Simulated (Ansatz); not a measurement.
From input file to script: C₂H₁₀SSi₃, SMILES [SiH3]S[SiH]1C[SiH2]C1 in Ansatz 0.2.0.

```yaml
crystal:
  periodic: [false, false, false]
  atoms:
    - { symbol: Si, position_ang: [2.3528, -0.1079, -0.705] }
    - { symbol: S, position_ang: [2.0737, 0.7334, 1.2591] }
    - { symbol: Si, position_ang: [-0.0862, 0.6326, 1.3116] }
    - { symbol: C, position_ang: [-0.9546, 1.2172, -0.2355] }
    - { symbol: Si, position_ang: [-1.6248, -0.4805, -0.6394] }
    - { symbol: C, position_ang: [-0.7896, -1.0547, 0.9316] }
    - { symbol: H, position_ang: [1.8494, 0.8064, -1.7386] }
    - { symbol: H, position_ang: [3.7932, -0.2919, -0.9346] }
    - { symbol: H, position_ang: [1.705, -1.4197, -0.829] }
    - { symbol: H, position_ang: [-0.6675, 1.2129, 2.5308] }
    - { symbol: H, position_ang: [-0.2606, 1.5973, -1.01] }
    - { symbol: H, position_ang: [-1.7699, 1.9312, 0.0008] }
    - { symbol: H, position_ang: [-0.9927, -1.05, -1.8384] }
    - { symbol: H, position_ang: [-3.0908, -0.5392, -0.5466] }
    - { symbol: H, position_ang: [-1.5295, -1.3692, 1.6958] }
    - { symbol: H, position_ang: [-0.0081, -1.818, 0.7474] }
accuracy: high
basis:
  gaussian: { orbitals: "6-31G" }
correlation:
  method: mp2
  electrons: all
output:
  forces: true
```

Launched from the shell:
```console
$ ansatz run input.yaml --threads 1 --pin off --max-ram 4096MiB --backend cpu --events-out ev --progress --plain --runs-dir out
Engine: ansatz 0.2.0, aarch64-unknown-linux-gnu
Functional definition: HF
  exchange = exact_x
  correlation = 0
2396 factors; integrals over basis functions are off by at most 4.3e-9 eV
mean field evaluation 1: about -36613.8376 eV, gradient 3.0e1 eV
mean field evaluation 2: about -36613.8458 eV, gradient 3.0e1 eV
mean field evaluation 4: about -36616.6956 eV, gradient 2.6e0 eV
mean field evaluation 8: about -36616.7244 eV, gradient 1.4e-2 eV
mean field -36616.72440111 eV, -1345.6398020334 hartree, gradient 2.8e-8 eV, S^2 0.000000; 0 other end points of the search recorded, 0 dependent functions left out
reference -36616.72440111 eV, -1345.6398020334 hartree; 40, 40 occupied and 50, 50 virtual orbitals, 2396 factors
second order -11.17773256 eV of doubles, -0.00000000 eV of singles
the calculation of the forces begins
mean field evaluation 16: about -36616.7244 eV, gradient 2.8e-8 eV
Total energy: -36627.90213367 eV, -1346.0505761285 hartree
Atom 0 at     2.352800    -0.107900    -0.705000 Å, force     0.719492    -0.402415    -1.176562 eV/Å
Atom 1 at     2.073700     0.733400     1.259100 Å, force     1.140154     0.753610     1.558852 eV/Å
Atom 2 at    -0.086200     0.632600     1.311600 Å, force    -0.916126     0.218105     0.668849 eV/Å
Atom 3 at    -0.954600     1.217200    -0.235500 Å, force    -0.117206     2.366855    -1.246090 eV/Å
Atom 4 at    -1.624800    -0.480500    -0.639400 Å, force    -0.295234    -0.237994    -0.335106 eV/Å
Atom 5 at    -0.789600    -1.054700     0.931600 Å, force     0.186596    -2.389445     1.190226 eV/Å
Atom 6 at     1.849400     0.806400    -1.738600 Å, force    -0.294442     0.352605    -0.484103 eV/Å
Atom 7 at     3.793200    -0.291900    -0.934600 Å, force     0.595979    -0.033400     0.051918 eV/Å
Atom 8 at     1.705000    -1.419700    -0.829000 Å, force    -0.363472    -0.549384    -0.063631 eV/Å
Atom 9 at    -0.667500     1.212900     2.530800 Å, force     0.164977     0.392846     0.717086 eV/Å
Atom 10 at    -0.260600     1.597300    -1.010000 Å, force    -0.586558     0.479865     0.159908 eV/Å
Atom 11 at    -1.769900     1.931200     0.000800 Å, force     0.522015     0.222398    -0.424313 eV/Å
Atom 12 at    -0.992700    -1.050000    -1.838400 Å, force    -0.073870    -0.363865    -0.707534 eV/Å
Atom 13 at    -3.090800    -0.539200    -0.546600 Å, force    -0.696568    -0.202470    -0.312045 eV/Å
Atom 14 at    -1.529500    -1.369200     1.695800 Å, force     0.562989    -0.411678    -0.102791 eV/Å
Atom 15 at    -0.008100    -1.818000     0.747400 Å, force    -0.548724    -0.195633     0.505338 eV/Å
Dipole moment:    -0.334922    -0.155781    -0.304026 e Å
```

`energy_c2h10ssi3.py`
```python
import json
import warnings

import ansatz as az
from ase import Atoms
import numpy as np
import pandas as pd


def main() -> None:
    warnings.simplefilter("ignore", az.DeckWarning)

    atoms = Atoms(["Si", "S", "Si", "C", "Si", "C", "H", "H", "H", "H", "H", "H", "H", "H", "H", "H"], positions=[
        [2.3528, -0.1079, -0.705],
        [2.0737, 0.7334, 1.2591],
        [-0.0862, 0.6326, 1.3116],
        [-0.9546, 1.2172, -0.2355],
        [-1.6248, -0.4805, -0.6394],
        [-0.7896, -1.0547, 0.9316],
        [1.8494, 0.8064, -1.7386],
        [3.7932, -0.2919, -0.9346],
        [1.705, -1.4197, -0.829],
        [-0.6675, 1.2129, 2.5308],
        [-0.2606, 1.5973, -1.01],
        [-1.7699, 1.9312, 0.0008],
        [-0.9927, -1.05, -1.8384],
        [-3.0908, -0.5392, -0.5466],
        [-1.5295, -1.3692, 1.6958],
        [-0.0081, -1.818, 0.7474],
    ])
    system = az.Crystal.molecule_from_ase(atoms)

    model = system.calculation()
    model = model.basis(gaussian="6-31G")
    model = model.correlation("mp2", electrons="all")
    model = model.accuracy("high")
    model = model.forces()
    res = model.run(threads=1, pin="off")
    r = res.report

    print(f"E = {r['free_energy_ev']:.6f} eV = {r['free_energy_ev'] / 27.211386246:.7f} Ha")
    print("converged:", r["converged"], " doubts:", r["published_state_doubts"] or "none")

    print("correlation energy", round(r["free_energy_ev"] - r["reference_energy_ev"], 5), "eV")
    cluster = r["correlation"].get("coupled_cluster")
    if cluster:
        print("cycles", cluster["cycles"], " T1 diagnostic", round(cluster["t1_diagnostic"], 4), " largest double", round(cluster["largest_double"], 4))

    field = r["mean_field"]
    print("<S^2> =", round(abs(field["state"]["spin_squared"]), 4), " relativity:", field["relativity"])
    print("passes:", field["passes"])
    if "symmetry" in field:
        print("occupied orbitals by irrep:", field["symmetry"]["occupied"])

    symbols = [site.symbol for site in system.cartesian_sites]
    print("forces (eV/A)")
    for symbol, f in zip(symbols, r["forces_ev_ang"]):
        print(f"  {symbol:2s} {f[0]:9.4f} {f[1]:9.4f} {f[2]:9.4f}")

    charges = r["charge_distribution"]
    table = pd.DataFrame({"atom": symbols, "mulliken": charges["mulliken_charges_e"], "lowdin": charges["lowdin_charges_e"]})
    print(table.round(3).to_string())
    print("dipole (e A):", np.round(charges["dipole_moment_e_ang"], 4) + 0.0)
    with open("c2h10ssi3.json", "w") as handle:
        json.dump({k: r[k] for k in ("free_energy_ev", "reference_energy_ev", "n_occupied", "n_virtual")}, handle, indent=1)


if __name__ == "__main__":
    main()
```

`python energy_c2h10ssi3.py` gives:
```text
E = -36627.902134 eV = -1346.0505761 Ha
converged: True  doubts: none
correlation energy -11.17773 eV
<S^2> = 0.0  relativity: none
passes: {'evaluations': 12, 'products': 37}
occupied orbitals by irrep: [{'A': 40}, {'A': 40}]
forces (eV/A)
  Si    0.7195   -0.4024   -1.1766
  S     1.1402    0.7536    1.5589
  Si   -0.9161    0.2181    0.6688
  C    -0.1172    2.3669   -1.2461
  Si   -0.2952   -0.2380   -0.3351
  C     0.1866   -2.3894    1.1902
  H    -0.2944    0.3526   -0.4841
  H     0.5960   -0.0334    0.0519
  H    -0.3635   -0.5494   -0.0636
  H     0.1650    0.3928    0.7171
  H    -0.5866    0.4799    0.1599
  H     0.5220    0.2224   -0.4243
  H    -0.0739   -0.3639   -0.7075
  H    -0.6966   -0.2025   -0.3120
  H     0.5630   -0.4117   -0.1028
  H    -0.5487   -0.1956    0.5053
   atom  mulliken  lowdin
0    Si     0.665   0.500
1     S    -0.457  -0.181
2    Si     0.897   0.532
3     C    -0.979  -0.725
4    Si     0.920   0.665
5     C    -0.973  -0.725
6     H    -0.145  -0.132
7     H    -0.131  -0.118
8     H    -0.146  -0.124
9     H    -0.138  -0.123
10    H     0.202   0.170
11    H     0.202   0.176
12    H    -0.157  -0.130
13    H    -0.160  -0.131
14    H     0.200   0.175
15    H     0.201   0.170
dipole (e A): [-0.3349 -0.1558 -0.304 ]
```

Notes:
- These settings explore the input space; basis and method may be short of convergence.
- The geometry is a force-field or estimated start, not a minimum of this method, and the basis set is short of its limit.
- The Löwdin charges here are taken after orthogonalising the functions within each atom; they differ from plain Löwdin charges, and their signs can be unphysical.
- S² is that of the Hartree-Fock reference.
- The whole script took 26 s on 1 thread of Arm Neoverse V1 (shared host), peak memory 0.53 GiB.

(Lines on the test bed's own set-up are left out of the output.)
